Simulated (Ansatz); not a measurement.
# C8H7ClO2: a ladder of functionals and wavefunction methods

How much do the methods differ for C8H7ClO2? The plan is to run it at one geometry with functionals of several rungs and with coupled cluster, and see how far each lands from CCSD(T) at the basis-set limit for the atomisation energy.

Program: Ansatz 0.2.0, Gaussian basis. Level of theory: functionals in def2-TZVPP, the program's frozen cores in correlated methods. These are calculated values, not measurements.

Levels to be run: LDA (SPW92), PBE-D4, revPBE-D4, BLYP-D4, r2SCAN-D4, B97M-V, PBE0-D4, B3LYP-D4, r2SCANh-D4, r2SCAN0-D4, HSE06-D4, BHLYP-D4, CAM-B3LYP-D4, LC-ωPBE, ωB97X-V, ωB97M-V, B2PLYP, PBE-QIDH; CCSD(T)/def2-SVP; CCSD(T)/def2-TZVPP; MP2/def2-QZVPP; extrapolation to the limit; RPA on PBE.

## Step 1: The relaxed structure

All runs share one geometry, relaxed beforehand with PBE0-D4 in a triple-zeta def2 set.

18 atoms, charge 0, spin multiplicity 1.

Atoms are counted from 1 here; the program's logs count them from 0.

Bond lengths: C1–O2 1.411 Å, C1–H12 1.088 Å, C1–H13 1.094 Å, C1–H14 1.094 Å, O2–C3 1.341 Å, C3–C4 1.395 Å, C3–C11 1.397 Å, C4–C5 1.380 Å, C4–H15 1.081 Å, C5–C6 1.394 Å, C5–H16 1.083 Å, C6–C7 1.466 Å, C6–C10 1.396 Å, C7–O8 1.186 Å, C7–Cl9 1.794 Å, C10–C11 1.375 Å, C10–H17 1.082 Å, C11–H18 1.083 Å. Angles: O2–C1–H12 106.1°, O2–C1–H13 111.3°, O2–C1–H14 111.3°, H12–C1–H13 109.3°, H12–C1–H14 109.3°, H13–C1–H14 109.5°, C1–O2–C3 118.4°, O2–C3–C4 124.2°, O2–C3–C11 115.9°, C4–C3–C11 119.8°, C3–C4–C5 119.4°, C3–C4–H15 121.1°, C5–C4–H15 119.5°, C4–C5–C6 121.1°, C4–C5–H16 120.2°, C6–C5–H16 118.7°, C5–C6–C7 116.8°, C5–C6–C10 119.0° and more.

## Step 2: LDA

This LDA is Slater exchange with PW92 correlation.

File in.yaml:

```yaml
crystal:
  periodic: [false, false, false]
  atoms:
    - {symbol: C, position_ang: [2.274495, -1.778023, -1.363507]}
    - {symbol: O, position_ang: [1.782641, -1.535780, -0.063728]}
    - {symbol: C, position_ang: [0.764771, -0.674401, 0.082612]}
    - {symbol: C, position_ang: [0.153688, 0.004513, -0.972250]}
    - {symbol: C, position_ang: [-0.888556, 0.870307, -0.708275]}
    - {symbol: C, position_ang: [-1.339969, 1.077017, 0.594086]}
    - {symbol: C, position_ang: [-2.452442, 2.016741, 0.767110]}
    - {symbol: O, position_ang: [-3.004498, 2.617971, -0.093892]}
    - {symbol: Cl, position_ang: [-2.993071, 2.243749, 2.462797]}
    - {symbol: C, position_ang: [-0.720755, 0.392139, 1.641479]}
    - {symbol: C, position_ang: [0.318213, -0.472577, 1.390452]}
    - {symbol: H, position_ang: [3.084225, -2.495797, -1.249892]}
    - {symbol: H, position_ang: [2.664070, -0.862118, -1.818634]}
    - {symbol: H, position_ang: [1.500432, -2.204954, -2.008759]}
    - {symbol: H, position_ang: [0.483592, -0.136942, -1.992162]}
    - {symbol: H, position_ang: [-1.372452, 1.404167, -1.516861]}
    - {symbol: H, position_ang: [-1.062066, 0.544234, 2.656532]}
    - {symbol: H, position_ang: [0.807670, -1.010215, 2.192901]}
basis:
  gaussian: {orbitals: def2-TZVPP}
hamiltonian: {xc: lda}
output: {orbitals: {seedname: orbitals}}
```

Command:

```
$ ansatz run in.yaml --threads 4 --pin off --events-out ev --progress --plain --max-ram 46080MiB --backend cuda --devices 0, --max-vram 37GiB
```

The runs that follow: PBE-D4 (GGA); revPBE-D4 (GGA); BLYP-D4 (GGA); r2SCAN-D4 (meta-GGA); B97M-V (meta-GGA); PBE0-D4 (hybrid); B3LYP-D4 (hybrid); r2SCANh-D4 (hybrid); r2SCAN0-D4 (hybrid); HSE06-D4 (hybrid); BHLYP-D4 (hybrid); CAM-B3LYP-D4 (range-separated); LC-ωPBE (range-separated); ωB97X-V (range-separated); ωB97M-V (range-separated); B2PLYP (double hybrid); PBE-QIDH (double hybrid); CCSD(T) in def2-SVP; CCSD(T) in def2-TZVPP; MP2 in def2-QZVPP; RPA on PBE orbitals.

**Question.** What will the summary of the whole plan be? Wanted: atomisation energy, CCSD(T)/CBS; farthest beyond LDA; mean size of error, GGA; mean size of error, meta-GGA; mean size of error, hybrid; mean size of error, range-separated; mean size of error, double hybrid; gap, smallest and largest; T1 diagnostic.

The runs gave:

| quantity | value |
| --- | --- |
| atomisation energy, CCSD(T)/CBS | 8382.9 kJ/mol |
| functionals within 41.9 kJ/mol (0.5 %) | B3LYP-D4, ωB97X-V, B2PLYP |
| farthest beyond LDA | PBE-D4 (+413.5 kJ/mol) |
| mean size of error, GGA | 222.8 kJ/mol |
| mean size of error, meta-GGA | 102.9 kJ/mol |
| mean size of error, hybrid | 135.5 kJ/mol |
| mean size of error, range-separated | 51.0 kJ/mol |
| mean size of error, double hybrid | 49.0 kJ/mol |
| gap, smallest and largest | 3.42 eV (LDA (SPW92)), 9.75 eV (LC-ωPBE) |
| T1 diagnostic | 0.0142 |
| triples share of the correlation energy | 4.9 % |

What this shows: LDA overbinds by 1521.0 kJ/mol (18 %). PBE-D4 is off by +413.5 kJ/mol. Double hybrids carry the basis error of their MP2 part in triple zeta, and no dispersion term here, so their miss is partly the set-up's. By mean error the best rung here is double hybrid (49.0 kJ/mol) and the worst beyond LDA is GGA (222.8 kJ/mol). The gap between the best rungs is small, so their order is not settled. The reference freezes the cores and leaves out relativity and excitations past (T), so misses under about 41.9 kJ/mol can't be ranked. Hartree-Fock recovers 72 % of the binding; the rest is correlation. CCSD(T) in def2-SVP is off by -322.9 kJ/mol, more than most functionals: a good method in a small basis is no reference. Orbital gaps span 3.4 to 9.7 eV; exact exchange widens them. The restricted reference is unstable towards a spin-broken one.
